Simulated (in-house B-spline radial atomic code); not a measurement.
# Ir⁺: ionisation energy by several methods

How far do functionals differ on the ionisation energy of Ir⁺? Each run solves Ir⁺ and then the next ion ([Xe] 4f14 5d7).

Program: in-house B-spline radial atomic code version 1. Level of theory: scalar-relativistic (X2C), several functionals, spin-polarised; spherical all-electron atom at the radial basis limit. These are calculated values, not measurements, unless marked.

## 1. The system

```
element       : iridium (Z = 77)
charge        : +1
electrons     : 76
configuration : [Xe] 4f14 5d7 6s1
nucleus       : Fermi, rms radius 5.403 fm
```

The outer shells:

[Xe] 4f14 5d7 6s1
```
[Xe] core
4f [↑↓][↑↓][↑↓][↑↓][↑↓][↑↓][↑↓]
5d [↑↓][↑↓][↑ ][↑ ][↑ ]
6s [↑ ]
```

Where spins are not typed, each open shell is filled with up spins first.

## 2. revTPSS

Settings of the run:

```ini
Z = 77
electrons = 76.0
configuration = [Xe] 4f14 5d7 6s1
hamiltonian = x2c
method = revtpss,revtpss
spin_polarised = True
nucleus = fermi
rms_radius = 5.4032
mass_number = 193
atomic_mass = 192.962923753
speed_of_light = 137.035999084
```

## 3. AM05

Changes to the settings of step 2:

```diff
@@ -4,3 +4,3 @@
 hamiltonian = x2c
-method = revtpss,revtpss
+method = am05
 spin_polarised = True
```

## 4. PBE

Changes to the settings of step 3:

```diff
@@ -4,3 +4,3 @@
 hamiltonian = x2c
-method = am05
+method = pbe,pbe
 spin_polarised = True
```

## 5. exchange-only LDA

Changes to the settings of step 4:

```diff
@@ -4,3 +4,3 @@
 hamiltonian = x2c
-method = pbe,pbe
+method = lda,
 spin_polarised = True
```

## 6. OLYP

Changes to the settings of step 5:

```diff
@@ -4,3 +4,3 @@
 hamiltonian = x2c
-method = lda,
+method = optx,lyp
 spin_polarised = True
```

## 7. LDA (PW92)

Changes to the settings of step 6:

```diff
@@ -4,3 +4,3 @@
 hamiltonian = x2c
-method = optx,lyp
+method = lda,pw
 spin_polarised = True
```

The tabulated ionisation energy is 17 ± 0.3 eV (semi-empirical; NIST Atomic Spectra Database). What does each method give, and which comes nearest?

As calculated:

| method | rung | total energy (hartree) | ΔSCF (eV) | −ε highest (eV) | ΔSCF less tabulated (eV) |
| --- | --- | --- | --- | --- | --- |
| exchange-only LDA | LDA | -17810.2838 | 17.542 | 12.618 (5d down) | +0.542 |
| LDA (PW92) | LDA | -17818.2258 | 18.401 | 14.340 (5d down) | +1.401 |
| AM05 | GGA | -17818.8658 | 18.119 | 13.946 (5d down) | +1.119 |
| PBE | GGA | -17829.3680 | 18.117 | 13.897 (5d down) | +1.117 |
| OLYP | GGA | -17835.5408 | 17.792 | 13.739 (5d down) | +0.792 |
| revTPSS | meta-GGA | -17827.0064 | 17.915 | 13.749 (5d down) | +0.915 |

The tabulated ionisation energy is 17 ± 0.3 eV (semi-empirical; NIST Atomic Spectra Database). exchange-only LDA comes nearest (+0.542 eV) and LDA (PW92) is farthest (+1.401 eV, 8.2 %). Mean absolute error by rung (exchange-only levels left out): LDA 1.40 eV, GGA 1.01 eV, meta-GGA 0.92 eV. Relativistic terms that these runs lack can be as large as the gaps between close methods, so the nearest may be so by luck. PBE is off by +1.117 eV. Spin-orbit coupling is left out. Open shells are averaged (over orientations, and over spins where the run is restricted), while tables refer to the lowest levels. ΔSCF removes a 6s electron, which is never the highest level here, so the two columns refer to different electrons.

Members of this set that are not shown: 1 did not converge; 12 used exact exchange with fractional occupations of an open shell, which is unsound here.
